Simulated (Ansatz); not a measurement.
# SnBr3Cl: a ladder of functionals and wavefunction methods

One table from this session's results is given with a row withheld; the runs are named, their logs left out.

The runs use Ansatz 0.2.0, Gaussian basis; functionals in def2-TZVPP, the program's frozen cores in correlated methods.

Plan: LDA (SPW92), PBE-D4, revPBE-D4, BLYP-D4, r2SCAN-D4, B97M-V, PBE0-D4, B3LYP-D4, r2SCANh-D4, r2SCAN0-D4, HSE06-D4, BHLYP-D4, CAM-B3LYP-D4, LC-ωPBE, ωB97X-V, ωB97M-V, B2PLYP, PBE-QIDH; CCSD(T)/def2-SVP; MP2/def2-TZVPP; MP2/def2-QZVPP; RPA on PBE.

## The relaxed structure

The geometry comes from an earlier relaxation with PBE0-D4 in a triple-zeta def2 set; it is a stationary point. Sn takes the def2 core potential; no spin-orbit term is included.

SMILES `[Cl][Sn]([Br])([Br])[Br]`, 5 atoms, charge 0, spin multiplicity 1.

Atoms are counted from 1 here; the program's logs count them from 0.

Bond lengths: Cl1–Sn2 2.297 Å, Sn2–Br3 2.442 Å, Sn2–Br4 2.442 Å, Sn2–Br5 2.442 Å. Angles: Cl1–Sn2–Br3 108.9°, Cl1–Sn2–Br4 108.9°, Cl1–Sn2–Br5 108.9°, Br3–Sn2–Br4 110.1°, Br3–Sn2–Br5 110.1°, Br4–Sn2–Br5 110.1°.

Geometry (Å):

```
Cl   -0.86826   -0.15486    2.12567
Sn    0.00447   -0.01562    0.00521
Br    2.01849   -1.39170   -0.11212
Br   -1.65846   -0.82704   -1.58850
Br    0.55366    2.31562   -0.47166
```

Set-up of the first run:

File in.yaml:

```yaml
crystal:
  periodic: [false, false, false]
  atoms:
    - {symbol: Cl, position_ang: [-0.868257, -0.154858, 2.125673]}
    - {symbol: Sn, position_ang: [0.004471, -0.015618, 0.005206]}
    - {symbol: Br, position_ang: [2.018489, -1.391701, -0.112123]}
    - {symbol: Br, position_ang: [-1.658460, -0.827040, -1.588501]}
    - {symbol: Br, position_ang: [0.553656, 2.315615, -0.471656]}
basis:
  gaussian: {orbitals: def2-TZVPP}
hamiltonian: {xc: lda}
output: {orbitals: {seedname: orbitals}}
```

On the command line:

```bash
ansatz run in.yaml --threads 4 --pin off --events-out ev --progress --plain --max-ram 11315MiB
```

Steps of the session up to this table: LDA; PBE-D4 (GGA); revPBE-D4 (GGA); BLYP-D4 (GGA); r2SCAN-D4 (meta-GGA); B97M-V (meta-GGA); PBE0-D4 (hybrid); B3LYP-D4 (hybrid); r2SCANh-D4 (hybrid); r2SCAN0-D4 (hybrid); HSE06-D4 (hybrid); BHLYP-D4 (hybrid); CAM-B3LYP-D4 (range-separated); LC-ωPBE (range-separated); ωB97X-V (range-separated); ωB97M-V (range-separated); B2PLYP (double hybrid); PBE-QIDH (double hybrid).

One table of the session follows, with a row left open; its other results are not shown here.

It belongs to the step «Frontier levels by functional». 

```
  functional  HOMO (eV)  LUMO (eV)  gap (eV)
 LDA (SPW92)      -7.83      -4.51      3.32
      PBE-D4      -7.66      -4.19      3.47
   revPBE-D4      -7.61      -4.09      3.52
     BLYP-D4      -7.47      -4.12      3.36
   r2SCAN-D4      -8.04      -4.09      3.95
      B97M-V      -8.10      -3.90      4.19
     PBE0-D4      -8.98      -3.39      5.59
    B3LYP-D4      -8.69      -3.66      5.03
  r2SCANh-D4      -8.51      -3.79      4.72
  r2SCAN0-D4          ?          ?         ?
    HSE06-D4      -8.59      -3.76      4.83
    BHLYP-D4     -10.11      -2.49      7.63
CAM-B3LYP-D4     -10.30      -2.45      7.85
     LC-ωPBE     -11.74      -1.29     10.45
     ωB97X-V     -11.35      -1.37      9.98
     ωB97M-V     -11.19      -1.45      9.74
```

Estimate the missing values for r2SCAN0-D4.

Worked estimate for «HOMO (eV)». Against the share of exact exchange, r2SCAN-D4 (0, -8.04), r2SCANh-D4 (0.1, -8.51) give a slope of -4.70 per unit share; at 0.25 the line stands at -9.21.

**Answer.** HOMO (eV): -9.22; LUMO (eV): -3.34; gap (eV): 5.88. In «HOMO (eV)» the line misses by +0.01.
